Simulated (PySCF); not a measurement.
# Lu(OH)3: other functionals and bases at one geometry

An exercise on one series of results from a longer session: the logs are not shown, and one member is left open.

Method: several levels, as the steps say, no spin–orbit coupling; program: PySCF 2.14.0.

1 further run of the same task is left out (for a known fault of the program).

### The starting structure

7 atoms, charge 0, spin multiplicity 1.

Bond lengths: Lu1–O2 1.997 Å, Lu1–O4 1.997 Å, Lu1–O6 1.997 Å, O2–H3 0.954 Å, O4–H5 0.954 Å, O6–H7 0.954 Å. Angles: O2–Lu1–O4 120.0°, O2–Lu1–O6 120.0°, O4–Lu1–O6 120.0°, Lu1–O2–H3 179.8°, Lu1–O4–H5 179.8°, Lu1–O6–H7 179.8°.

As a file:

```xyz
7
charge 0, multiplicity 1
Lu    0.00000    0.00000    0.13754
O     1.99721    0.00001    0.14350
H     2.95125    0.00001    0.14972
O    -0.99861    1.72963    0.14350
H    -1.47564    2.55586    0.14972
O    -0.99860   -1.72964    0.14350
H    -1.47562   -2.55587    0.14972
```

Formal oxidation states: Lu +3. Each metal's 14 4f electrons lie in its core potential, so multiplicities, spins and levels count the valence alone. An earlier session relaxed this geometry at PBE0, Lu lcecp-1-SVP with ECP60, O def2-SVP, H def2-SVP (singlet, point group D3h).

At PBE0 on the finer grid: E = -267.234486 Eh, HOMO -7.68 eV, LUMO -1.32 eV, Mulliken charge on Lu1 +1.01 e, largest force component 0.002 eV/Å. 

Levels to run: revPBE; B3LYP; PBE0, TZVP. Hardware: 2 threads of Arm Neoverse V2, shared host.

The first run:

File run.py (the lines that set the calculation):

```python
mol = gto.M(atom='''
Lu     0.00000     0.00000     0.13754
O      1.99721     0.00001     0.14350
H      2.95125     0.00001     0.14972
O     -0.99861     1.72963     0.14350
H     -1.47564     2.55586     0.14972
O     -0.99860    -1.72964     0.14350
H     -1.47562    -2.55587     0.14972''',
    basis={'Lu': 'lcecp-1-SVP', 'O': 'def2-SVP', 'H': 'def2-SVP'},
    ecp={'Lu': 'lcecp-1-SVP'},
    charge=0, spin=0)
mf = dft.RKS(mol, xc='PBE_R,PBE')
mf.grids.atom_grid = (75, 302)  # f atoms: unpruned, at least (60, 302)
mf = mf.density_fit()  # fitting sets: Lu AutoAux, O def2-universal-JKFIT, H def2-universal-JKFIT
mf.conv_tol = 1e-08; mf.max_cycle = 55
mf.kernel(dm0)  # dm0: the density of the relaxed state
```

Launch:

```sh
OMP_NUM_THREADS=2 python run.py
```

Steps of the session up to this table: revPBE; B3LYP; PBE0, TZVP.

One of the session's tables, all rows but one given; the rest of the session is left out.

```
              level  HOMO (eV)  gap (eV)  charge on Lu1 (e)  largest force component (eV/Å)
PBE0 (relaxed here)      -7.68      6.36               1.01                            0.00
             revPBE          ?         ?                  ?                               ?
              B3LYP      -7.38      5.69               0.94                            0.18
         PBE0, TZVP      -7.91      6.52               1.62                            0.25
```

**Question.** Estimate the row for revPBE.

As computed: HOMO (eV): -5.93; gap (eV): 3.99; charge on Lu1 (e): 0.82; largest force component (eV/Å): 0.58. In the column «HOMO (eV)» it is the highest.

In one basis the HOMO–LUMO gap runs from 3.99 eV (revPBE) to 6.36 eV (PBE0). The largest leftover force, 0.58 eV/Å with revPBE, stands at a geometry relaxed at another level. With 4f in the core, its levels are missing from HOMO and gap, and its count is fixed, so no charge can pass from the ligands into it. Total energies of different levels can't be compared.
